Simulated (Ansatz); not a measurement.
# F2H5NOSi: the cost of one run

The runs use Ansatz 0.2.0, Gaussian basis; PBE0-D4, def2-SVP first, then def2-TZVP.

152 further runs of the same task are left out: 152 set aside as unsound or not needed.

### Step 1. Where the work starts

The guess: 10 atoms, charge 0, spin multiplicity 1.

Atoms are counted from 1 here; the program's logs count them from 0.

Bond lengths: Si1–N2 1.833 Å, Si1–F3 1.639 Å, Si1–F4 1.609 Å, Si1–H5 1.437 Å, Si1–O7 1.966 Å, N2–H6 1.295 Å, N2–H8 1.010 Å, N2–H9 1.013 Å, H6–O7 1.228 Å, O7–H10 0.957 Å. Angles: N2–Si1–F3 96.4°, N2–Si1–F4 109.1°, N2–Si1–H5 120.1°, N2–Si1–O7 73.9°, F3–Si1–F4 93.7°, F3–Si1–H5 98.1°, F3–Si1–O7 170.3°, F4–Si1–H5 127.4°, F4–Si1–O7 88.7°, H5–Si1–O7 87.9°, Si1–N2–H6 79.9°, Si1–N2–H8 115.2°, Si1–N2–H9 115.3°, H6–N2–H8 116.9°, H6–N2–H9 120.2°, H8–N2–H9 107.5°, N2–H6–O7 129.9°, Si1–O7–H6 76.0° and more.

Geometry (Å):

```xyz
10
F2H5NOSi
Si   -0.7450   -0.2575   -0.2624
N     1.0867   -0.3090   -0.2372
F    -0.9608   -1.7334   -0.9426
F    -1.3038   -0.7228    1.1726
H    -1.4311    0.5239   -1.2538
H     0.8832    0.8208    0.3628
O    -0.1641    1.4308    0.5613
H     1.5310   -0.2711   -1.1432
H     1.4911   -1.0882    0.2674
H    -0.3872    1.6063    1.4751
```

Distances that are to change: Si1–O7 1.97 Å, N2–H6 1.30 Å, Si1–N2 1.83 Å, H6–O7 1.23 Å.

### Step 2. Relaxing the guess with the reacting distances held

hold/in.yaml

```yaml
crystal:
  periodic: [false, false, false]
  atoms:
    - {symbol: Si, position_ang: [-0.745000, -0.257500, -0.262400]}
    - {symbol: N, position_ang: [1.086700, -0.309000, -0.237200]}
    - {symbol: F, position_ang: [-0.960800, -1.733400, -0.942600]}
    - {symbol: F, position_ang: [-1.303800, -0.722800, 1.172600]}
    - {symbol: H, position_ang: [-1.431100, 0.523900, -1.253800]}
    - {symbol: H, position_ang: [0.883200, 0.820800, 0.362800]}
    - {symbol: O, position_ang: [-0.164100, 1.430800, 0.561300]}
    - {symbol: H, position_ang: [1.531000, -0.271100, -1.143200]}
    - {symbol: H, position_ang: [1.491100, -1.088200, 0.267400]}
    - {symbol: H, position_ang: [-0.387200, 1.606300, 1.475100]}
basis:
  gaussian: {orbitals: def2-SVP}
hamiltonian: {xc: pbe0, dispersion: d4}
relax: {f_tol: 0.04, max_steps: 150, escape_saddle: false, constraints: [{distance: [0, 6]}, {distance: [1, 5]}, {distance: [0, 1]}, {distance: [5, 6]}]}
```

On the command line:

```console
$ ansatz run in.yaml --threads 4 --pin off --events-out ev --progress --plain --max-ram 9574MiB
```

**Question.** How long does this run take on 4 threads of Arm Neoverse V1, shared host?

About 8 s.
